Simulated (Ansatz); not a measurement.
**Ag+ with CH4S: structure and interaction energy**

One table from this session's results is given with a row withheld; the runs are named, their logs left out.

Computed with Ansatz 0.2.0, Gaussian basis. Level: PBE0-D4 structure, single points in def2-TZVPPD.

Levels: PBE-D4, revPBE-D4, BLYP-D4, r2SCAN-D4, B97M-V, PBE0-D4, B3LYP-D4, HSE06-D4, wB97X-V, wB97M-V, B2PLYP, Hartree-Fock, MP2, CCSD, CCSD(T). The reference is CCSD(T) extrapolated to the basis limit. For elements past Ar these valence bases correlate outer-core shells poorly, so that limit is rough.

Correlated methods freeze the cores. Filled d shells of the heavier atoms are correlated. Core potentials replace the inner electrons past krypton, and spin-orbit coupling is left out. B3LYP uses VWN-RPA correlation. B2PLYP carries no dispersion term here.

164 further runs of the same task are left out: 1 that didn't finish, 163 set aside as unsound or not needed. Runs told in other sessions of the task aren't counted.

### The system as given

The pair, from a GFN2-xTB docking trial: 7 atoms, charge 1, spin multiplicity 1.

Atoms are counted from 1 here; the program's logs count them from 0.

Bond lengths: Ag1–S3 2.509 Å, C2–S3 1.835 Å, C2–H4 1.085 Å, C2–H5 1.085 Å, C2–H6 1.083 Å, S3–H7 1.336 Å. Angles: S3–C2–H4 107.1°, S3–C2–H5 107.5°, S3–C2–H6 111.2°, H4–C2–H5 109.2°, H4–C2–H6 110.6°, H5–C2–H6 111.2°, Ag1–S3–C2 106.3°, Ag1–S3–H7 98.4°, C2–S3–H7 97.2°.

As a file:

```xyz
7
charge 1, multiplicity 1
Ag   -0.2915   -0.0440   -2.7455
C     0.4405    0.2672    0.6630
S    -1.0665    0.0544   -0.3615
H     0.1140    0.3792    1.6918
H     0.9262    1.1824    0.3414
H     1.1035   -0.5834    0.5646
H    -1.2262   -1.2558   -0.1537
```

Atoms 1 to 1 are fragment A (Ag+), the rest fragment B (CH4S).

The first run:

pre/in.yaml

```yaml
crystal:
  periodic: [false, false, false]
  atoms:
    - {symbol: Ag, position_ang: [-0.291500, -0.044000, -2.745500]}
    - {symbol: C, position_ang: [0.440500, 0.267200, 0.663000]}
    - {symbol: S, position_ang: [-1.066500, 0.054400, -0.361500]}
    - {symbol: H, position_ang: [0.114000, 0.379200, 1.691800]}
    - {symbol: H, position_ang: [0.926200, 1.182400, 0.341400]}
    - {symbol: H, position_ang: [1.103500, -0.583400, 0.564600]}
    - {symbol: H, position_ang: [-1.226200, -1.255800, -0.153700]}
basis:
  gaussian: {orbitals: def2-SVP}
total_charge: 1
hamiltonian: {xc: pbe, dispersion: d4}
relax: {f_tol: 0.03, max_steps: 250}
```

Command:

```sh
$ ansatz run in.yaml --threads 4 --pin off --events-out ev --progress --plain --max-ram 9574MiB
```

Steps of the session up to this table: A first relaxation in a small basis; Relaxation at PBE0-D4; wB97X-V/def2-TZVPPD; wB97M-V/def2-TZVPPD; B2PLYP/def2-TZVPPD; B97M-V/def2-TZVPPD; CCSD(T)/def2-TZVPPD; MP2/def2-QZVPPD; SPW92/def2-SVP; wB97M-V/def2-SVP; CCSD(T)/def2-SVP; Vibrations of the pair.

One of the session's tables, all rows but one given; the rest of the session is left out.

| method | interaction (meV) |
| --- | --- |
| PBE-D4 | -2289 |
| revPBE-D4 | -2119 |
| BLYP-D4 | -2236 |
| r2SCAN-D4 | -2216 |
| B97M-V | -2032 |
| PBE0-D4 | -2020 |
| B3LYP-D4 | -2043 |
| HSE06-D4 | -2021 |
| wB97X-V | -1841 |
| wB97M-V | -1831 |
| B2PLYP | -1870 |
| Hartree-Fock | ? |
| MP2 | -1818 |
| CCSD | -1597 |
| CCSD(T) | -1684 |
| CCSD(T)/CBS | -1893 |

**Question.** Estimate the row for Hartree-Fock.

**Answer.** interaction (meV): -1102. In the column «interaction (meV)» it is the highest.
